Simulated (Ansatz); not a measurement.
# Molecular dynamics of WC

input.yaml

```yaml
accuracy: low
crystal:
  lattice:
    - [5.778, 0.0, 0.0]
    - [-2.889, 5.003895, 0.0]
    - [0.0, 0.0, 19.0675]
  atoms:
    - { symbol: W, position: [0.0, 0.0, 0.0524453] }
    - { symbol: C, position: [0.33333334, 0.16666666, 0.1265766] }
    - { symbol: W, position: [-0.00218426, 0.023032, 0.20539761] }
    - { symbol: C, position: [0.33518762, 0.18757191, 0.27369011] }
    - { symbol: W, position: [0.02884117, 0.00714448, 0.35634987] }
    - { symbol: C, position: [0.3281755, 0.18013441, 0.41047247] }
    - { symbol: W, position: [-1.0e-08, 0.49999999, 0.0524453] }
    - { symbol: C, position: [0.33333333, 0.66666665, 0.1265766] }
    - { symbol: W, position: [-0.00823097, 0.50227309, 0.2023928] }
    - { symbol: C, position: [0.33524676, 0.69601916, 0.28270841] }
    - { symbol: W, position: [-0.0030624, 0.52262089, 0.35687297] }
    - { symbol: C, position: [0.32834151, 0.7149804, 0.41565954] }
    - { symbol: W, position: [0.50000001, 0.0, 0.0524453] }
    - { symbol: C, position: [0.83333335, 0.16666666, 0.1265766] }
    - { symbol: W, position: [0.48416205, -0.00223709, 0.2026918] }
    - { symbol: C, position: [0.81348703, 0.16536982, 0.27699647] }
    - { symbol: W, position: [0.51057386, 0.03223742, 0.35615159] }
    - { symbol: C, position: [0.83226485, 0.16537244, 0.4087025] }
    - { symbol: W, position: [0.5, 0.49999999, 0.0524453] }
    - { symbol: C, position: [0.83333334, 0.66666665, 0.1265766] }
    - { symbol: W, position: [0.49431883, 0.50617219, 0.20243676] }
    - { symbol: C, position: [0.82979933, 0.67133848, 0.27208192] }
    - { symbol: W, position: [0.51703187, 0.52349336, 0.347992] }
    - { symbol: C, position: [0.82533107, 0.68341425, 0.40892273] }
basis:
  ecutwfc: 420.0
kpoints:
  mp_grid: { grid: [3, 3, 1] }
hamiltonian:
  xc: pbe
  pseudopotentials: { kind: paw, azcp: { folder: soft_1 } }
scf:
  occupations: { method: fermi_dirac, width: 0.05 }
  lower_state_search: "off"
  max_iter: 62
md:
  timestep: 1
  n_steps: 200
  ensemble: nvt_nose_hoover
  temperature: 1800.0
  initial_velocities: zero
  seed: 289556
  nose_hoover: { tau: 100.0, chain_length: 1 }
  constraints: [{ sites: [0, 1, 6, 7, 12, 13, 18, 19] }]
```

Command:

```bash
$ ansatz run input.yaml --threads 4 --pin off --max-ram 10240MiB --backend cpu --events-out ev --progress --plain --runs-dir out
```

It goes on from the last frame of an earlier run, with new velocities.

Output, in part (step lines):

```
md step     0: t =     0.00 fs  T =     0.0 K  F+E_penalty+E_count = -127626.02025534 eV  E_kin = 0.000000 eV  conserved = -127626.02025534 eV  (15 SCF iters)
md step     1: t =     1.00 fs  T =    10.6 K  F+E_penalty+E_count = -127626.04231100 eV  E_kin = 0.021943 eV  conserved = -127626.02036916 eV  (6 SCF iters)
md step     2: t =     2.00 fs  T =    41.6 K  F+E_penalty+E_count = -127626.10667716 eV  E_kin = 0.086002 eV  conserved = -127626.02069487 eV  (7 SCF iters)
md step     3: t =     3.00 fs  T =    90.5 K  F+E_penalty+E_count = -127626.20819208 eV  E_kin = 0.187093 eV  conserved = -127626.02118869 eV  (8 SCF iters)
md step     4: t =     4.00 fs  T =   153.5 K  F+E_penalty+E_count = -127626.33900481 eV  E_kin = 0.317482 eV  conserved = -127626.02178755 eV  (8 SCF iters)
md step     5: t =     5.00 fs  T =   226.2 K  F+E_penalty+E_count = -127626.48954172 eV  E_kin = 0.467728 eV  conserved = -127626.02242163 eV  (4 SCF iters)
md step     6: t =     6.00 fs  T =   303.5 K  F+E_penalty+E_count = -127626.64958686 eV  E_kin = 0.627742 eV  conserved = -127626.02302593 eV  (4 SCF iters)
md step     7: t =     7.00 fs  T =   380.9 K  F+E_penalty+E_count = -127626.80930308 eV  E_kin = 0.787795 eV  conserved = -127626.02354751 eV  (3 SCF iters)
[... lines left out ...]
md step   200: t =   200.00 fs  T =  1926.4 K  F+E_penalty+E_count = -127624.28266514 eV  E_kin = 3.984143 eV  conserved = -127626.01796530 eV  (9 SCF iters)
```

The steps, from the saved trajectory:

```tsv
time (fs)	T (K)	potential energy less start (eV)	conserved less start (meV/atom)
0	0	0.000	0.00
6	304	-0.629	-0.12
12	655	-1.347	-0.17
18	662	-1.342	-0.12
24	548	-1.081	-0.08
30	611	-1.184	-0.06
36	919	-1.778	-0.15
42	1036	-1.952	-0.13
48	949	-1.699	-0.12
54	762	-1.244	-0.09
60	608	-0.866	-0.07
66	588	-0.767	-0.08
72	628	-0.783	-0.10
78	603	-0.660	-0.10
84	537	-0.450	-0.06
90	623	-0.550	-0.08
96	812	-0.835	-0.08
102	1005	-1.093	-0.10
108	1041	-0.998	-0.08
114	983	-0.706	-0.03
120	1045	-0.658	-0.03
126	1195	-0.765	-0.07
132	1153	-0.454	-0.07
138	934	0.201	0.02
144	933	0.384	0.00
150	1106	0.235	-0.01
156	1315	0.059	-0.01
162	1456	0.071	0.01
168	1505	0.295	0.04
174	1594	0.454	0.07
180	1840	0.323	0.07
186	2218	-0.008	0.02
192	2374	0.179	0.01
198	2091	1.253	0.07
```

The run went to its last step. The conserved energy stayed within 0.18 meV per atom of its start (net change 0.095 meV per atom), so the integration is sound. The mean temperature of the second half is 22 % below the set value. A run of 0.2 ps of so small a system gives no equilibrium averages. Limits of this set-up: coarse k mesh, thin slab, slab without dipole correction, a typed lattice constant that wasn't relaxed here, low accuracy level.

Mean squared displacements from the first frame to the last: W 0.04 Å², C 0.09 Å².

Last frame:

```xyz
24
Lattice="5.7780 0.0000 0.0000 -2.8890 5.0039 0.0000 0.0000 0.0000 19.0675" Properties=species:S:1:pos:R:3
W 0.000 0.000 1.000
C 1.444 0.834 2.413
W -0.056 -0.062 3.861
C 1.620 0.756 5.196
W 0.040 -0.105 6.908
C 1.721 0.840 7.932
W -1.444 2.502 1.000
C 0.000 3.336 2.413
W -1.566 2.449 3.881
C 0.117 3.269 5.020
W -1.393 2.198 6.881
C -0.061 3.293 7.900
W 2.889 0.000 1.000
C 4.333 0.834 2.413
W 2.822 -0.062 3.842
C 4.527 0.736 5.336
W 3.054 -0.132 6.851
C 4.330 0.660 8.259
W 1.444 2.502 1.000
C 2.889 3.336 2.413
W 1.427 2.509 3.789
C 2.914 3.427 5.305
W 1.328 2.472 6.719
C 2.986 3.009 7.766
```

Time of the run: 24 min on 4 threads of Arm Neoverse V1, with other jobs on the host, peak memory 1.8 GiB.
